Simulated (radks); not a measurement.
# A spherical quantum dot from 11 to 16 electrons

Which level does each new electron take in a parabolic well with ω = 0.127 hartree*, and at which counts is the dot hardest to charge further? Each count tries a few candidate levels and keeps the lowest.

The numbers are computed with radks (version 2): non-relativistic spin-polarised Kohn-Sham, LDA (Slater exchange, Perdew-Wang correlation), spherically averaged shells.

## Step 1: What is given

| Item | Value |
| --- | --- |
| well | a parabolic well with ω = 0.127 hartree* |
| functional | LDA (Slater exchange, Perdew-Wang correlation) |
| levels | named by radial order: 1s, 1p, 1d, 2s, 1f and so on |
| units | effective atomic units, hartree* and bohr* |
| configuration carried in | 1s2 1p6 1d(up 2, down 0) (N = 10, energy 9.977033) |

Further steps of the session: Electron number 11; 12 electrons; Electron number 13; 14 electrons; 15 electrons; 16 electrons.

What does the calculation give? Wanted: closed shells at N; largest addition energy; most unpaired electrons; configuration at N = 16.

**Answer**, as computed:

```
               quantity                                       value
     closed shells at N                          none in this range
largest addition energy  0.121 hartree* at N = 13 (of N = 11 to 15)
most unpaired electrons                                 5 at N = 13
configuration at N = 16                    1s2 1p6 1d(up 5, down 3)
```

No closed-shell configuration falls in this range; the second difference peaks at N = 13, where a shell is half full. Among the lowest states kept at each count, up to 5 electrons are unpaired (N = 13), since exchange favours parallel spins. The model keeps every shell spherical, so real clusters and dots, which can deform, may order levels otherwise.
